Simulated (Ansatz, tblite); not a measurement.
# [TaO2F2]-: rung by rung

One table from this session's results is given with a row withheld; the runs are named, their logs left out.

Method: as each input shows; program: Ansatz 0.2.0, Gaussian basis.

Levels to be run: GFN1-xTB, GFN2-xTB, PBE-D4/def2-TZVPD, r2SCAN-D4/def2-TZVPD, HSE06-D4/def2-TZVPD, BLYP-D4/def2-TZVPD, CAM-B3LYP-D4/def2-TZVPD, B2PLYP/def2-TZVPD, HF/def2-TZVPD, r2SCAN0-D4/def2-TZVPD, ωB97M-V/def2-TZVPD, PBE-D4/def2-SVPD, PBE0-D4/def2-SVPD, CCSD(T)/def2-TZVPD, RPA/def2-TZVPD.

## The geometry

The singlet was relaxed beforehand with PBE-D4/def2-SVPD.

5 atoms, charge -1, spin multiplicity 1.

Bond lengths: Ta1–O2 1.788 Å, Ta1–O3 1.788 Å, Ta1–F4 1.965 Å, Ta1–F5 1.965 Å. Angles: O2–Ta1–O3 107.8°, O2–Ta1–F4 109.3°, O2–Ta1–F5 109.3°, O3–Ta1–F4 109.3°, O3–Ta1–F5 109.3°, F4–Ta1–F5 111.6°.

Formally the metal is d0. Ta takes a core potential in the def2 sets. No spin-orbit coupling is included. The ion is computed in the gas phase, without counter-ions or solvent.

PBE0-D4/def2-TZVPD was run before; its log isn't repeated, and its numbers join the tables.

The first run:

Tight binding, by tblite at 300 K electronic temperature and without a spin-polarisation term:

```python
tblite.interface.Calculator('GFN1-xTB', numbers, positions, charge=-1, uhf=0).singlepoint()
```

Tight binding, by tblite at 300 K electronic temperature and without a spin-polarisation term:

```python
tblite.interface.Calculator('GFN2-xTB', numbers, positions, charge=-1, uhf=0).singlepoint()
```

start.molden holds the orbitals of an earlier run on this state, given as this run's starting guess.

Input file in.yaml:

```yaml
crystal:
  periodic: [false, false, false]
  atoms:
    - {symbol: Ta, position_ang: [0.017115, -0.000066, 0.011958]}
    - {symbol: O, position_ang: [0.052642, -0.016660, 1.799091]}
    - {symbol: O, position_ang: [1.707403, 0.009132, -0.569617]}
    - {symbol: F, position_ang: [-0.892220, 1.629121, -0.605556]}
    - {symbol: F, position_ang: [-0.884930, -1.621516, -0.635876]}
basis:
  gaussian: {orbitals: def2-TZVPD, initial_orbitals: start.molden}
total_charge: -1
hamiltonian: {xc: pbe, dispersion: d4}
scf: {omitted_lower_state_checks: [starts]}
output: {orbitals: {seedname: orbitals}}
```

The run is started by

```console
ansatz run in.yaml --threads 4 --pin off --events-out ev --progress --plain --max-ram 3916MiB
```

Among the steps run: PBE-D4/def2-TZVPD; r2SCAN-D4/def2-TZVPD; HSE06-D4/def2-TZVPD; BLYP-D4/def2-TZVPD; CAM-B3LYP-D4/def2-TZVPD; B2PLYP/def2-TZVPD; HF/def2-TZVPD; r2SCAN0-D4/def2-TZVPD; ωB97M-V/def2-TZVPD; PBE-D4/def2-SVPD; PBE0-D4/def2-SVPD; CCSD(T)/def2-TZVPD; RPA/def2-TZVPD.

One of the session's tables, all rows but one given; the rest of the session is left out.

```
                  level  HOMO (eV)  LUMO (eV)  gap (eV)
          HF/def2-TZVPD      -6.63       4.66     11.29
       PBE-D4/def2-SVPD      -1.40       3.06      4.46
      PBE-D4/def2-TZVPD      -1.32       2.93      4.24
     BLYP-D4/def2-TZVPD      -1.23       2.91      4.15
   r2SCAN-D4/def2-TZVPD      -1.60       3.45      5.05
      PBE0-D4/def2-SVPD      -2.94       3.67      6.62
     PBE0-D4/def2-TZVPD      -2.83       3.47      6.31
  r2SCAN0-D4/def2-TZVPD      -3.06       3.78      6.84
    HSE06-D4/def2-TZVPD      -2.43       3.18      5.61
CAM-B3LYP-D4/def2-TZVPD      -4.30       3.90      8.20
     ωB97M-V/def2-TZVPD          ?          ?         ?
```

Estimate the missing values for ωB97M-V/def2-TZVPD.

The run gave: HOMO (eV): -5.22; LUMO (eV): 4.02; gap (eV): 9.23. In the column «HOMO (eV)» it lies between HF/def2-TZVPD (-6.63) and CAM-B3LYP-D4/def2-TZVPD (-4.30).
